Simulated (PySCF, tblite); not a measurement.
# C₄H₇F₃O: deprotonation

Aim: compute the deprotonation of C₄H₇F₃O (`CC(C)(O)C(F)(F)F`).

Programs: tblite 0.8.0 and PySCF 2.14.0, with routines of our own; each step states its level. All values are computed. Atoms count from 0.

## 1. The starting structure

15 atoms, charge 0, multiplicity 1; geometry from: start built from the parent or by distance geometry.

## 2. Geometry optimisation with GFN2-xTB

What the job is given:

```
{"job": {"kind": "relax", "xc": "GFN2-xTB", "basis": "xTB"}, "charge": 0, "multiplicity": 1}
C     -0.240600    -1.243400    -0.639300
C      0.081900    -0.109400     0.279200
C     -1.074500     0.767600     0.622600
O      0.775500    -0.508100     1.413000
C      1.033500     0.790700    -0.471300
F      0.294600     1.206100    -1.588100
F      1.204300     1.879100     0.368300
F      2.225900     0.182000    -0.781900
H     -0.825800    -2.066300    -0.182400
H     -0.975000    -0.785900    -1.383400
H      0.608300    -1.619000    -1.196500
H     -1.884400     0.232800     1.192800
H     -0.672400     1.633400     1.209400
H     -1.450200     1.142000    -0.364300
H      0.890300    -1.485600     1.478000
```

On the command line:

```sh
OMP_NUM_THREADS=1 python redox_run.py task.json out
```

This one command runs all jobs of the session in turn.

What it wrote:

```text
step      E/eV     max force
  0    -826.66732    2.904
  1    -827.07933    1.668
  2    -827.27030    1.016
  3    -827.35063    0.708
  4    -827.39757    0.594
  5    -827.42730    0.703
  6    -827.46666    0.519
  7    -827.48745    0.291
  8    -827.49820    0.275
  9    -827.50659    0.268
 10    -827.51851    0.324
 11    -827.53070    0.300
 12    -827.53911    0.194
 13    -827.54417    0.154
 14    -827.54848    0.169
 15    -827.55176    0.163
 16    -827.55395    0.126
 17    -827.55554    0.123
 18    -827.55721    0.120
 19    -827.55943    0.164
 20    -827.56226    0.175
 21    -827.56549    0.128
 22    -827.56900    0.162
 23    -827.57291    0.193
 24    -827.57735    0.200
 25    -827.58283    0.219
 26    -827.58982    0.240
 27    -827.59780    0.250
 28    -827.60582    0.196
 29    -827.61247    0.209
 30    -827.56637    1.788
 31    -827.61809    0.235
 32    -827.62032    0.157
 33    -827.62369    0.288
 34    -827.62493    0.071
 35    -827.62543    0.068
 36    -827.62673    0.052
 37    -827.62702    0.042
 38    -827.62735    0.034
 39    -827.62750    0.036
 40    -827.62767    0.036
 41    -827.62779    0.030
 42    -827.62790    0.029
 43    -827.62800    0.027
 44    -827.62809    0.020
 45    -827.62814    0.014
 46    -827.62817    0.015
 47    -827.62819    0.016
 48    -827.62821    0.012
 49    -827.62822    0.006
```

It took 0.27 s on 1 thread of Arm Neoverse V1, shared host.

Step by step: (not every step is listed)

| step | energy from step 0 (eV) | largest force (eV/Å) |
| --- | --- | --- |
| 0 | 0.0000 | 2.9035 |
| 1 | -0.4120 | 1.6676 |
| 2 | -0.6030 | 1.0158 |
| 3 | -0.6833 | 0.7076 |
| 4 | -0.7302 | 0.5941 |
| 5 | -0.7600 | 0.7027 |
| 6 | -0.7993 | 0.5188 |
| 7 | -0.8201 | 0.2909 |
| 8 | -0.8309 | 0.2755 |
| 11 | -0.8634 | 0.2998 |
| 14 | -0.8812 | 0.1685 |
| 17 | -0.8882 | 0.1235 |
| 20 | -0.8949 | 0.1750 |
| 23 | -0.9056 | 0.1930 |
| 26 | -0.9225 | 0.2395 |
| 29 | -0.9452 | 0.2092 |
| 32 | -0.9530 | 0.1574 |
| 35 | -0.9581 | 0.0681 |
| 38 | -0.9600 | 0.0342 |
| 41 | -0.9605 | 0.0303 |
| 44 | -0.9608 | 0.0200 |
| 45 | -0.9608 | 0.0145 |
| 46 | -0.9608 | 0.0150 |
| 47 | -0.9609 | 0.0162 |
| 48 | -0.9609 | 0.0117 |
| 49 | -0.9609 | 0.0065 |

Close pairs (by a distance rule), those that changed most:

| bond | before (Å) | after (Å) | change (Å) |
| --- | --- | --- | --- |
| C4–F5 | 1.402 | 1.341 | -0.061 |
| C0–H9 | 1.141 | 1.086 | -0.055 |
| C4–F6 | 1.385 | 1.336 | -0.049 |
| C2–H11 | 1.126 | 1.086 | -0.040 |
| C0–C1 | 1.495 | 1.531 | +0.037 |
| C1–C4 | 1.510 | 1.545 | +0.036 |
| C1–C2 | 1.491 | 1.527 | +0.035 |
| C2–H13 | 1.120 | 1.086 | -0.034 |

The final coordinates are the input of the step that follows.

## 3. Harmonic vibrations with GFN2-xTB

What the job is given:

```
{"job": {"kind": "ir", "xc": "GFN2-xTB", "basis": "xTB"}, "charge": 0, "multiplicity": 1}
C     -0.361169    -1.243603    -0.674386
C      0.028937    -0.100314     0.266366
C     -1.175792     0.751203     0.659556
O      0.621568    -0.574476     1.448965
C      1.055234     0.796369    -0.461839
F      0.595880     1.260771    -1.633336
F      1.423987     1.860154     0.257895
F      2.184682     0.114612    -0.737341
H     -1.032482    -1.917423    -0.148642
H     -0.863729    -0.855260    -1.555895
H      0.520553    -1.799737    -0.989598
H     -1.913507     0.117165     1.141607
H     -0.864059     1.518831     1.363004
H     -1.612498     1.216970    -0.219235
H      1.383567    -1.129281     1.239056
```

What it wrote:

```text
mode    cm-1     km/mol
  1      64.7      0.50
  2     169.6      0.77
  3     192.1      2.11
  4     204.0      2.44
  5     217.5      0.64
  6     308.7     81.85
  7     317.8      8.71
  8     324.0      6.19
  9     348.7     72.82
 10     410.1      9.11
 11     434.2     19.89
 12     527.3      6.99
 13     533.5      1.96
 14     568.6     35.13
 15     720.2      2.08
 16     889.9      5.54
 17     961.8      4.29
 18     993.0     15.03
 19    1005.7     10.54
 20    1062.9    271.84
 21    1083.4    204.22
 22    1110.7    215.53
 23    1129.5    128.04
 24    1219.9    101.66
 25    1229.5      5.55
 26    1318.9     76.96
 27    1394.5     15.84
 28    1410.2     10.15
 29    1459.1      3.37
 30    1475.7      1.22
 31    1479.8      7.71
 32    1488.1      9.91
 33    3026.5     16.96
 34    3051.0      2.39
 35    3051.9      3.45
 36    3054.2     12.65
 37    3056.9     18.88
 38    3063.3     13.66
 39    3513.1     16.04
ZPE 286.330  H(298)-E 312.665  G(298)-E 199.826 kJ/mol  S 378.47 J/(mol K)
```

Run time: 0.44 s. Hardware: 1 thread of Arm Neoverse V1, shared host.

The strongest bands and the atoms that carry them (share of the mass-weighted mode):

| cm⁻¹ | km/mol | atoms |
| --- | --- | --- |
| 309 | 81.8 | H14 41 %, F5 13 % |
| 349 | 72.8 | H14 35 %, O3 30 % |
| 1063 | 271.8 | C4 67 %, F7 16 % |
| 1083 | 204.2 | C4 67 %, F5 17 % |
| 1111 | 215.5 | C4 48 %, F6 14 % |
| 1130 | 128.0 | H14 37 %, C1 23 %, C4 13 % |
| 1220 | 101.7 | C1 57 % |
| 1319 | 77.0 | H14 39 %, C1 39 % |

## 4. Geometry optimisation at PBE0-D3(BJ)/ma-def2-SVP

The job, as its differences from that of step 3:

```diff
@@ -1,2 +1,2 @@
-{"job": {"kind": "ir", "xc": "GFN2-xTB", "basis": "xTB"}, "charge": 0, "multiplicity": 1}
+{"job": {"xc": "PBE0", "basis": "ma-def2-SVP", "d3": "d3bj", "grid": 1, "kind": "geom"}, "charge": 0, "multiplicity": 1}
 C     -0.361169    -1.243603    -0.674386
```

What it wrote:

```text
step   0  E = -530.49913175  max force = 0.012182
step   1  E = -530.50011878  max force = 0.003111
step   2  E = -530.50009827  max force = 0.001050
step   3  E = -530.50009669  max force = 0.001118
step   4  E = -530.50011103  max force = 0.000453
step   5  E = -530.50011839  max force = 0.000512
step   6  E = -530.50012944  max force = 0.000213
optimisation converged
```

It took 90 s on 1 thread of Arm Neoverse V1, shared host; peak memory 0.73 GiB.

Relaxation path:

| step | energy from step 0 (eV) | largest force component (eV/Å) |
| --- | --- | --- |
| 0 | 0.0000 | 0.6264 |
| 1 | -0.0269 | 0.1600 |
| 2 | -0.0263 | 0.0540 |
| 3 | -0.0263 | 0.0575 |
| 4 | -0.0266 | 0.0233 |
| 5 | -0.0268 | 0.0263 |
| 6 | -0.0271 | 0.0110 |

Distances of close pairs at the start and the end, largest changes first:

| bond | before (Å) | after (Å) | change (Å) |
| --- | --- | --- | --- |
| C2–H11 | 1.086 | 1.099 | +0.013 |
| C2–H13 | 1.086 | 1.099 | +0.012 |
| C0–H9 | 1.086 | 1.099 | +0.012 |
| C0–H8 | 1.087 | 1.099 | +0.012 |
| C0–H10 | 1.089 | 1.101 | +0.012 |
| C2–H12 | 1.087 | 1.098 | +0.011 |
| C1–C2 | 1.527 | 1.519 | -0.008 |
| C0–C1 | 1.531 | 1.525 | -0.006 |

The final coordinates are the input of the step that follows.

| at the end point | value |
| --- | --- |
| point group (found at 0.08 Å tolerance) | C1 |
| rotational constants (GHz, main isotopes) | 2.614, 1.831, 1.802 |
| dipole moment (D) | 2.22 |

## 5. Single point (C₄H₇F₃O): wB97X-D3(BJ)/ma-def2-TZVP

Geometry: PBE0-D3(BJ)/ma-def2-SVP.

What the job is given:

```
{"job": {"kind": "sp", "xc": "wB97X", "basis": "ma-def2-TZVP", "d3": "d3bj", "grid": 2}, "charge": 0, "multiplicity": 1}
C     -0.326217    -1.292814    -0.576116
C      0.057599    -0.069655     0.250330
C     -1.162924     0.714281     0.701860
O      0.761913    -0.437419     1.411541
C      0.978599     0.841551    -0.582596
F      0.415037     1.197195    -1.743993
F      1.304970     1.958830     0.064250
F      2.126502     0.204025    -0.876296
H     -0.957807    -1.947547     0.040429
H     -0.884802    -1.012158    -1.479765
H      0.564671    -1.859787    -0.886903
H     -1.832385     0.043506     1.257611
H     -0.862805     1.535270     1.366572
H     -1.708402     1.127600    -0.157606
H      1.515349    -0.986435     1.165325
```

What it wrote:

```text
coarse grid: 13032 points
cycle   1  E = -531.5272617119  dE =  1.402e+00  |g| = 1.141e+00  |ddm| = 2.801e+00
cycle   2  E = -531.5045502026  dE =  2.271e-02  |g| = 1.306e+00  |ddm| = 1.653e+00
cycle   3  E = -531.7548749618  dE = -2.503e-01  |g| = 5.585e-02  |ddm| = 8.000e-01
cycle   4  E = -531.7555030602  dE = -6.281e-04  |g| = 2.527e-02  |ddm| = 8.386e-02
cycle   5  E = -531.7556321764  dE = -1.291e-04  |g| = 7.211e-03  |ddm| = 3.357e-02
cycle   6  E = -531.7556426683  dE = -1.049e-05  |g| = 2.551e-03  |ddm| = 8.849e-03
cycle   7  E = -531.7556437399  dE = -1.072e-06  |g| = 7.465e-04  |ddm| = 2.888e-03
final grid: 128456 points
cycle   8  E = -531.7570434603  dE = -1.041e-04  |g| = 7.630e-03  |ddm| = 7.002e-02
cycle   9  E = -531.7570447803  dE = -1.320e-06  |g| = 6.931e-03  |ddm| = 9.726e-03
cycle  10  E = -531.7570511008  dE = -6.320e-06  |g| = 6.408e-04  |ddm| = 3.558e-03
cycle  11  E = -531.7570511657  dE = -6.498e-08  |g| = 2.382e-04  |ddm| = 9.704e-04
cycle  12  E = -531.7570511777  dE = -1.201e-08  |g| = 3.438e-05  |ddm| = 3.427e-04
cycle  13  E = -531.7570511781  dE = -3.471e-10  |g| = 2.015e-05  |ddm| = 9.084e-05
converged SCF energy = -531.7570511781
```

Wall time 32 s (1 thread of Arm Neoverse V1, shared host); peak memory 1.4 GiB.

## 6. Relaxing the molecule with GFN2-xTB

This step treats C₄H₆F₃O−, `CC(C)([O-])C(F)(F)F`.

What the job is given:

```
{"job": {"kind": "relax", "xc": "GFN2-xTB", "basis": "xTB"}, "charge": -1, "multiplicity": 1}
C     -0.310000    -1.298900    -0.581400
C      0.046900    -0.061000     0.227300
C     -1.145500     0.706700     0.705100
O      0.759400    -0.422800     1.390900
C      0.975400     0.837700    -0.571300
F      0.404000     1.195500    -1.752800
F      1.305400     1.964700     0.053200
F      2.137900     0.213000    -0.871300
H     -0.948800    -1.954400     0.039200
H     -0.894200    -1.014800    -1.474500
H      0.557800    -1.863800    -0.893800
H     -1.840800     0.036800     1.257500
H     -0.874000     1.537600     1.383200
H     -1.701000     1.125700    -0.166500
```

What it wrote:

```text
step      E/eV     max force
  0    -818.62858    4.538
  1    -818.95731    1.828
  2    -819.02224    1.248
  3    -819.04935    0.614
  4    -819.06646    0.254
  5    -819.07318    0.235
  6    -819.08162    0.280
  7    -819.08757    0.253
  8    -819.09239    0.181
  9    -819.09537    0.160
 10    -819.09781    0.158
 11    -819.09990    0.122
 12    -819.10159    0.126
 13    -819.10303    0.119
 14    -819.10444    0.092
 15    -819.10571    0.088
 16    -819.10672    0.076
 17    -819.10738    0.069
 18    -819.10773    0.047
 19    -819.10792    0.035
 20    -819.10806    0.030
 21    -819.10815    0.025
 22    -819.10821    0.018
 23    -819.10827    0.020
 24    -819.10832    0.024
 25    -819.10838    0.025
 26    -819.10844    0.022
 27    -819.10850    0.019
 28    -819.10857    0.019
 29    -819.10865    0.022
 30    -819.10873    0.024
 31    -819.10882    0.026
 32    -819.10892    0.022
 33    -819.10900    0.025
 34    -819.10907    0.023
 35    -819.10913    0.023
 36    -819.10918    0.021
 37    -819.10924    0.029
 38    -819.10931    0.028
 39    -819.10937    0.018
 40    -819.10941    0.013
 41    -819.10943    0.013
 42    -819.10945    0.012
 43    -819.10948    0.013
 44    -819.10952    0.019
 45    -819.10957    0.023
 46    -819.10961    0.025
 47    -819.10964    0.015
 48    -819.10967    0.012
 49    -819.10968    0.013
 50    -819.10971    0.019
 51    -819.10974    0.019
 52    -819.10975    0.010
```

Wall time 0.27 s (1 thread of Arm Neoverse V1, shared host).

Relaxation path: (not every step is listed)

| step | energy from step 0 (eV) | largest force (eV/Å) |
| --- | --- | --- |
| 0 | 0.0000 | 4.5378 |
| 1 | -0.3287 | 1.8278 |
| 2 | -0.3937 | 1.2479 |
| 3 | -0.4208 | 0.6143 |
| 4 | -0.4379 | 0.2537 |
| 5 | -0.4446 | 0.2346 |
| 6 | -0.4530 | 0.2796 |
| 7 | -0.4590 | 0.2535 |
| 8 | -0.4638 | 0.1808 |
| 11 | -0.4713 | 0.1222 |
| 14 | -0.4759 | 0.0918 |
| 17 | -0.4788 | 0.0685 |
| 20 | -0.4795 | 0.0295 |
| 23 | -0.4797 | 0.0198 |
| 26 | -0.4799 | 0.0217 |
| 29 | -0.4801 | 0.0223 |
| 32 | -0.4803 | 0.0216 |
| 35 | -0.4805 | 0.0235 |
| 38 | -0.4807 | 0.0277 |
| 41 | -0.4808 | 0.0134 |
| 44 | -0.4809 | 0.0185 |
| 47 | -0.4811 | 0.0149 |
| 48 | -0.4811 | 0.0122 |
| 49 | -0.4811 | 0.0127 |
| 50 | -0.4811 | 0.0194 |
| 51 | -0.4812 | 0.0190 |
| 52 | -0.4812 | 0.0100 |

Close pairs (by a distance rule), those that changed most:

| bond | before (Å) | after (Å) | change (Å) |
| --- | --- | --- | --- |
| C1–O3 | 1.412 | 1.291 | -0.120 |
| C1–C4 | 1.519 | 1.604 | +0.085 |
| C1–C2 | 1.496 | 1.574 | +0.077 |
| C0–C1 | 1.521 | 1.574 | +0.053 |
| C2–H13 | 1.115 | 1.089 | -0.026 |
| C2–H11 | 1.112 | 1.087 | -0.025 |
| C4–F6 | 1.330 | 1.351 | +0.021 |
| C2–H12 | 1.106 | 1.087 | -0.019 |

The final coordinates are the input of the step that follows.

## 7. Harmonic vibrations with GFN2-xTB

What the job is given:

```
{"job": {"kind": "ir", "xc": "GFN2-xTB", "basis": "xTB"}, "charge": -1, "multiplicity": 1}
C     -0.321067    -1.309016    -0.563502
C      0.105208    -0.137456     0.396956
C     -1.185290     0.714370     0.689150
O      0.786564    -0.489073     1.435934
C      0.970849     0.820121    -0.554607
F      0.342663     1.253205    -1.701534
F      1.365634     1.963052     0.047641
F      2.105085     0.243985    -1.008530
H     -0.959351    -1.988191    -0.003685
H     -0.855783    -0.941306    -1.438356
H      0.568744    -1.849837    -0.877539
H     -1.881168     0.093929     1.248546
H     -0.909401     1.568681     1.302798
H     -1.660094     1.059467    -0.228287
```

What it wrote:

```text
mode    cm-1     km/mol
  1      61.2      3.67
  2     168.2      0.14
  3     181.5      9.88
  4     194.0      1.00
  5     209.3      0.29
  6     292.9      9.20
  7     317.2      4.18
  8     324.6      1.01
  9     408.3      0.30
 10     450.9     18.59
 11     491.2     15.50
 12     519.8      0.93
 13     567.6     40.21
 14     640.7      5.71
 15     796.5     36.35
 16     848.1     16.43
 17     951.3    189.45
 18     954.5     23.63
 19    1023.4     18.92
 20    1050.6    311.92
 21    1076.1     71.78
 22    1082.3    217.71
 23    1120.7     51.41
 24    1312.6    475.44
 25    1343.0      0.05
 26    1361.0      3.03
 27    1484.4      0.19
 28    1493.7      1.87
 29    1502.4      0.57
 30    1512.4      1.86
 31    2981.6      1.49
 32    2990.4    147.82
 33    3019.8     10.72
 34    3026.0    104.69
 35    3029.0     66.06
 36    3030.1     36.06
ZPE 250.123  H(298)-E 276.040  G(298)-E 163.717 kJ/mol  S 376.74 J/(mol K)
```

Wall time 0.41 s (1 thread of Arm Neoverse V1, shared host).

Which atoms move in the most intense modes:

| cm⁻¹ | km/mol | atoms |
| --- | --- | --- |
| 951 | 189.4 | C4 73 %, F5 18 % |
| 1051 | 311.9 | C4 73 %, F6 11 %, F7 11 % |
| 1076 | 71.8 | C1 51 %, H10 11 % |
| 1082 | 217.7 | C4 20 %, C1 17 %, H11 13 %, H8 13 % |
| 1313 | 475.4 | C1 59 %, O3 34 % |
| 2990 | 147.8 | H13 55 %, H9 38 % |
| 3026 | 104.7 | H11 36 %, H10 33 %, H8 14 % |
| 3029 | 66.1 | H10 37 %, H8 37 %, H12 21 % |

## 8. Geometry optimisation at PBE0-D3(BJ)/ma-def2-SVP

This step treats C₄H₆F₃O−, `CC(C)([O-])C(F)(F)F`.

The job, as its differences from that of step 7:

```diff
@@ -1,2 +1,2 @@
-{"job": {"kind": "ir", "xc": "GFN2-xTB", "basis": "xTB"}, "charge": -1, "multiplicity": 1}
+{"job": {"xc": "PBE0", "basis": "ma-def2-SVP", "d3": "d3bj", "grid": 1, "kind": "geom"}, "charge": -1, "multiplicity": 1}
 C     -0.321067    -1.309016    -0.563502
```

What it wrote:

```text
step   0  E = -529.90954778  max force = 0.024552
step   1  E = -529.91207972  max force = 0.009936
step   2  E = -529.91236307  max force = 0.005136
step   3  E = -529.91247447  max force = 0.001007
step   4  E = -529.91247668  max force = 0.000720
step   5  E = -529.91248050  max force = 0.000232
optimisation converged
```

It took 73 s on 1 thread of Arm Neoverse V1, shared host; peak memory 0.7 GiB.

Along the way:

| step | energy from step 0 (eV) | largest force component (eV/Å) |
| --- | --- | --- |
| 0 | 0.0000 | 1.2625 |
| 1 | -0.0689 | 0.5109 |
| 2 | -0.0766 | 0.2641 |
| 3 | -0.0796 | 0.0518 |
| 4 | -0.0797 | 0.0370 |
| 5 | -0.0798 | 0.0119 |

Distances of close pairs at the start and the end, largest changes first:

| bond | before (Å) | after (Å) | change (Å) |
| --- | --- | --- | --- |
| C1–C4 | 1.604 | 1.560 | -0.043 |
| C1–O3 | 1.291 | 1.321 | +0.030 |
| C2–H13 | 1.089 | 1.105 | +0.016 |
| C0–H9 | 1.089 | 1.105 | +0.016 |
| C1–C2 | 1.574 | 1.558 | -0.015 |
| C0–C1 | 1.574 | 1.559 | -0.015 |
| C2–H11 | 1.087 | 1.101 | +0.014 |
| C0–H8 | 1.087 | 1.101 | +0.014 |

The end geometry stands in the next job.

| at the end point | value |
| --- | --- |
| point group (found at 0.08 Å tolerance) | Cs |
| rotational constants (GHz, main isotopes) | 2.653, 1.827, 1.789 |

## 9. Single point (C4H6F3O−): wB97X-D3(BJ)/ma-def2-TZVP

Geometry: PBE0-D3(BJ)/ma-def2-SVP.

What the job is given:

```
{"job": {"kind": "sp", "xc": "wB97X", "basis": "ma-def2-TZVP", "d3": "d3bj", "grid": 2}, "charge": -1, "multiplicity": 1}
C     -0.328740    -1.298933    -0.555113
C      0.107259    -0.099234     0.339569
C     -1.166591     0.730583     0.682083
O      0.787492    -0.469935     1.409430
C      0.980845     0.816080    -0.573248
F      0.347884     1.249169    -1.710896
F      1.384618     1.939128     0.049293
F      2.097936     0.203976    -1.008669
H     -0.970105    -1.942585     0.066812
H     -0.879073    -1.016135    -1.471123
H      0.563496    -1.881026    -0.832368
H     -1.815822     0.080326     1.288872
H     -0.875237     1.589981     1.305221
H     -1.734228     1.090489    -0.195415
```

What it wrote:

```text
coarse grid: 12408 points
cycle   1  E = -530.8227690534  dE =  1.230e+00  |g| = 1.348e+00  |ddm| = 2.759e+00
cycle   2  E = -530.4705546912  dE =  3.522e-01  |g| = 1.955e+00  |ddm| = 2.004e+02
cycle   3  E = -531.1508644725  dE = -6.803e-01  |g| = 2.510e-01  |ddm| = 1.961e+02
cycle   4  E = -531.1609680680  dE = -1.010e-02  |g| = 9.867e-02  |ddm| = 1.046e+00
cycle   5  E = -531.1626294348  dE = -1.661e-03  |g| = 1.350e-02  |ddm| = 2.085e+00
cycle   6  E = -531.1626962043  dE = -6.677e-05  |g| = 5.142e-03  |ddm| = 5.890e-01
cycle   7  E = -531.1627073668  dE = -1.116e-05  |g| = 1.568e-03  |ddm| = 2.181e-01
cycle   8  E = -531.1627088865  dE = -1.520e-06  |g| = 7.385e-04  |ddm| = 7.902e-02
final grid: 123088 points
cycle   9  E = -531.1651218165  dE = -9.538e-05  |g| = 7.709e-03  |ddm| = 7.688e-02
cycle  10  E = -531.1651216937  dE =  1.228e-07  |g| = 7.642e-03  |ddm| = 1.370e-02
cycle  11  E = -531.1651298409  dE = -8.147e-06  |g| = 9.398e-04  |ddm| = 9.534e-03
cycle  12  E = -531.1651299864  dE = -1.455e-07  |g| = 3.997e-04  |ddm| = 2.364e-03
cycle  13  E = -531.1651300177  dE = -3.132e-08  |g| = 9.979e-05  |ddm| = 2.814e-03
cycle  14  E = -531.1651300208  dE = -3.085e-09  |g| = 3.442e-05  |ddm| = 1.191e-03
converged SCF energy = -531.1651300208
```

Run time: 29 s. Hardware: 1 thread of Arm Neoverse V1, shared host; peak memory 1.3 GiB.

## 10. Single point (C4H7F3O): wB97X-D3(BJ)/ma-def2-TZVP in benzonitrile

Geometry: PBE0-D3(BJ)/ma-def2-SVP.

What the job is given:

```
{"job": {"kind": "sp", "xc": "wB97X", "basis": "ma-def2-TZVP", "d3": "d3bj", "grid": 2, "solvent": "benzonitrile"}, "charge": 0, "multiplicity": 1}
C     -0.326217    -1.292814    -0.576116
C      0.057599    -0.069655     0.250330
C     -1.162924     0.714281     0.701860
O      0.761913    -0.437419     1.411541
C      0.978599     0.841551    -0.582596
F      0.415037     1.197195    -1.743993
F      1.304970     1.958830     0.064250
F      2.126502     0.204025    -0.876296
H     -0.957807    -1.947547     0.040429
H     -0.884802    -1.012158    -1.479765
H      0.564671    -1.859787    -0.886903
H     -1.832385     0.043506     1.257611
H     -0.862805     1.535270     1.366572
H     -1.708402     1.127600    -0.157606
H      1.515349    -0.986435     1.165325
```

What it wrote:

```text
final grid: 128456 points
cycle   1  E = -531.7651410159  dE = -7.299e-04  |g| = 1.735e-02  |ddm| = 2.830e-01
cycle   2  E = -531.7651973596  dE = -5.634e-05  |g| = 1.509e-02  |ddm| = 6.237e-02
cycle   3  E = -531.7652339013  dE = -3.654e-05  |g| = 2.803e-03  |ddm| = 1.529e-02
cycle   4  E = -531.7652373291  dE = -3.428e-06  |g| = 8.773e-04  |ddm| = 1.315e-02
cycle   5  E = -531.7652376703  dE = -3.412e-07  |g| = 2.600e-04  |ddm| = 4.174e-03
cycle   6  E = -531.7652376898  dE = -1.950e-08  |g| = 5.828e-05  |ddm| = 4.574e-04
cycle   7  E = -531.7652376914  dE = -1.573e-09  |g| = 2.950e-05  |ddm| = 2.508e-04
converged SCF energy = -531.7652376914
```

Run time: 26 s. Hardware: 1 thread of Arm Neoverse V1, shared host; peak memory 1.6 GiB.

(Part 1 of 2 ends here.)
